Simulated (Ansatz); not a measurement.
# C3H9FSi: small, medium and large basis sets

One table from this session's results is given with a row withheld; the runs are named, their logs left out.

Method: one geometry, several basis sets; program: Ansatz 0.2.0, Gaussian basis.

Plan: PBE0-D4/def2-SVP; ωB97M-V/def2-SVP; PBE0-D4/def2-QZVPP; ωB97M-V/def2-QZVPP; the functionals' def2-TZVPP values are taken from earlier runs.

**Structure used throughout**

The geometry comes from an earlier relaxation with PBE0-D4 in a triple-zeta def2 set; it is a stationary point, not always the lowest conformer.

SMILES `CC(F)C[SiH3]`, 14 atoms, charge 0, spin multiplicity 1.

Atoms are counted from 1 here; the program's logs count them from 0.

Bond lengths: C1–C2 1.508 Å, C1–H6 1.092 Å, C1–H7 1.092 Å, C1–H8 1.091 Å, C2–F3 1.398 Å, C2–C4 1.514 Å, C2–H9 1.097 Å, C4–Si5 1.885 Å, C4–H10 1.096 Å, C4–H11 1.095 Å, Si5–H12 1.488 Å, Si5–H13 1.484 Å, Si5–H14 1.488 Å. Angles: C2–C1–H6 110.2°, C2–C1–H7 110.2°, C2–C1–H8 110.7°, H6–C1–H7 108.5°, H6–C1–H8 108.5°, H7–C1–H8 108.7°, C1–C2–F3 108.0°, C1–C2–C4 114.2°, C1–C2–H9 110.2°, F3–C2–C4 108.5°, F3–C2–H9 105.8°, C4–C2–H9 109.7°, C2–C4–Si5 113.9°, C2–C4–H10 109.8°, C2–C4–H11 108.8°, Si5–C4–H10 109.1°, Si5–C4–H11 108.2°, H10–C4–H11 106.7° and more.

Set-up of the first run:

in.yaml

```yaml
crystal:
  periodic: [false, false, false]
  atoms:
    - {symbol: C, position_ang: [-1.752711, 0.814021, 0.758206]}
    - {symbol: C, position_ang: [-0.353635, 0.712517, 0.205788]}
    - {symbol: F, position_ang: [0.538280, 1.088902, 1.215051]}
    - {symbol: C, position_ang: [0.024213, -0.671364, -0.278215]}
    - {symbol: Si, position_ang: [1.848628, -0.855854, -0.713813]}
    - {symbol: H, position_ang: [-2.482145, 0.563852, -0.015386]}
    - {symbol: H, position_ang: [-1.880836, 0.120269, 1.592247]}
    - {symbol: H, position_ang: [-1.955143, 1.826995, 1.110433]}
    - {symbol: H, position_ang: [-0.213118, 1.439170, -0.603401]}
    - {symbol: H, position_ang: [-0.240237, -1.415606, 0.481264]}
    - {symbol: H, position_ang: [-0.566459, -0.907856, -1.169548]}
    - {symbol: H, position_ang: [2.269594, 0.267121, -1.595286]}
    - {symbol: H, position_ang: [2.709593, -0.877728, 0.494147]}
    - {symbol: H, position_ang: [2.040974, -2.133539, -1.452689]}
basis:
  gaussian: {orbitals: def2-SVP}
hamiltonian: {xc: pbe0, dispersion: d4}
output: {orbitals: {seedname: orbitals}}
```

On the command line:

```sh
> ansatz run in.yaml --threads 4 --pin off --events-out ev --progress --plain --max-ram 10444MiB
```

Among the steps run: PBE0-D4 in def2-SVP; ωB97M-V in def2-SVP; PBE0-D4 in def2-QZVPP; ωB97M-V in def2-QZVPP.

One table of the session follows, with a row left open; its other results are not shown here.

It belongs to the step «Density functionals: the series». 

```
functional       basis  HOMO (eV)  LUMO (eV)
   PBE0-D4    def2-SVP      -8.79       1.25
   PBE0-D4  def2-TZVPP      -8.80       0.71
   PBE0-D4  def2-QZVPP      -8.81       0.42
   ωB97M-V    def2-SVP     -11.03       2.99
   ωB97M-V  def2-TZVPP          ?          ?
   ωB97M-V  def2-QZVPP     -11.05       1.64
```

Q: Estimate the row for ωB97M-V, def2-TZVPP from the others.

The run gave: HOMO (eV): -11.05; LUMO (eV): 2.18.
